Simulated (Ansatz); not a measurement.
**CH₆GaSi radical: a ladder of functionals and wavefunction methods**

The task here is to estimate one member of a computed series from the others.

The runs use Ansatz 0.2.0, Gaussian basis; functionals in def2-TZVPP, the program's frozen cores in correlated methods.

Plan: LDA (SPW92), PBE-D4, revPBE-D4, BLYP-D4, r2SCAN-D4, B97M-V, PBE0-D4, B3LYP-D4, r2SCANh-D4, r2SCAN0-D4, HSE06-D4, BHLYP-D4, CAM-B3LYP-D4, LC-ωPBE, ωB97X-V, ωB97M-V, B2PLYP, PBE-QIDH; CCSD(T)/def2-SVP; CCSD(T)/def2-TZVPP; MP2/def2-QZVPP; extrapolation to the limit; RPA on PBE.

### The relaxed structure

The geometry comes from an earlier relaxation with PBE0-D4 in a triple-zeta def2 set; it is a stationary point, not always the lowest conformer.

SMILES `[CH3][Ga][SiH3]`, 9 atoms, charge 0, spin multiplicity 2.

Atoms are counted from 1 here; the program's logs count them from 0.

Bond lengths: C1–Ga2 1.991 Å, C1–H4 1.094 Å, C1–H5 1.090 Å, C1–H6 1.094 Å, Ga2–Si3 2.454 Å, Si3–H7 1.491 Å, Si3–H8 1.494 Å, Si3–H9 1.491 Å. Angles: Ga2–C1–H4 108.9°, Ga2–C1–H5 112.9°, Ga2–C1–H6 108.9°, H4–C1–H5 109.1°, H4–C1–H6 107.7°, H5–C1–H6 109.1°, C1–Ga2–Si3 122.9°, Ga2–Si3–H7 108.6°, Ga2–Si3–H8 116.8°, Ga2–Si3–H9 108.5°, H7–Si3–H8 107.6°, H7–Si3–H9 107.3°, H8–Si3–H9 107.6°.

Set-up of the first run:

The input, in.yaml:

```yaml
crystal:
  periodic: [false, false, false]
  atoms:
    - {symbol: C, position_ang: [-0.932528, 1.329659, -1.144907]}
    - {symbol: Ga, position_ang: [0.722160, 0.829124, -0.157900]}
    - {symbol: Si, position_ang: [0.944931, -1.267778, 1.096844]}
    - {symbol: H, position_ang: [-1.149976, 0.556059, -1.887896]}
    - {symbol: H, position_ang: [-0.852801, 2.293721, -1.646248]}
    - {symbol: H, position_ang: [-1.769764, 1.359979, -0.440720]}
    - {symbol: H, position_ang: [2.116074, -2.019847, 0.562330]}
    - {symbol: H, position_ang: [-0.230719, -2.189446, 1.080838]}
    - {symbol: H, position_ang: [1.241123, -0.937871, 2.520459]}
basis:
  gaussian: {orbitals: def2-TZVPP}
magnetization: {spin_polarized: true, initial_magnetization: 1}
hamiltonian: {xc: lda}
output: {orbitals: {seedname: orbitals}}
```

On the command line:

```sh
$ ansatz run in.yaml --threads 4 --pin off --events-out ev --progress --plain --max-ram 10444MiB
```

Among the steps run: LDA; PBE-D4 (GGA); revPBE-D4 (GGA); BLYP-D4 (GGA); r2SCAN-D4 (meta-GGA); B97M-V (meta-GGA); PBE0-D4 (hybrid); B3LYP-D4 (hybrid); r2SCANh-D4 (hybrid); r2SCAN0-D4 (hybrid); HSE06-D4 (hybrid); BHLYP-D4 (hybrid); CAM-B3LYP-D4 (range-separated); LC-ωPBE (range-separated); ωB97X-V (range-separated); ωB97M-V (range-separated); B2PLYP (double hybrid); PBE-QIDH (double hybrid).

One of the session's tables, all rows but one given; the rest of the session is left out.

It belongs to the step «Frontier levels by functional». 

```
  functional  HOMO (eV)  LUMO (eV)  gap (eV)
 LDA (SPW92)          ?          ?         ?
      PBE-D4      -4.17      -3.07      1.09
   revPBE-D4      -4.14      -2.95      1.19
     BLYP-D4      -3.97      -3.11      0.87
   r2SCAN-D4      -4.47      -2.71      1.76
      B97M-V      -4.29      -3.29      1.00
     PBE0-D4      -5.11      -2.21      2.89
    B3LYP-D4      -4.87      -2.60      2.27
  r2SCANh-D4      -4.82      -2.42      2.39
  r2SCAN0-D4      -5.33      -2.00      3.34
    HSE06-D4      -4.72      -2.59      2.14
    BHLYP-D4      -5.86      -1.49      4.37
CAM-B3LYP-D4      -6.23      -1.39      4.84
     LC-ωPBE      -7.55      -0.02      7.53
     ωB97X-V      -7.09      -0.42      6.67
     ωB97M-V      -6.96      -0.61      6.34
```

Q: Estimate the row for LDA (SPW92) from the others.

**Answer.** HOMO (eV): -4.20; LUMO (eV): -3.40; gap (eV): 0.80. In the column «HOMO (eV)» it lies between B97M-V (-4.29) and PBE-D4 (-4.17).
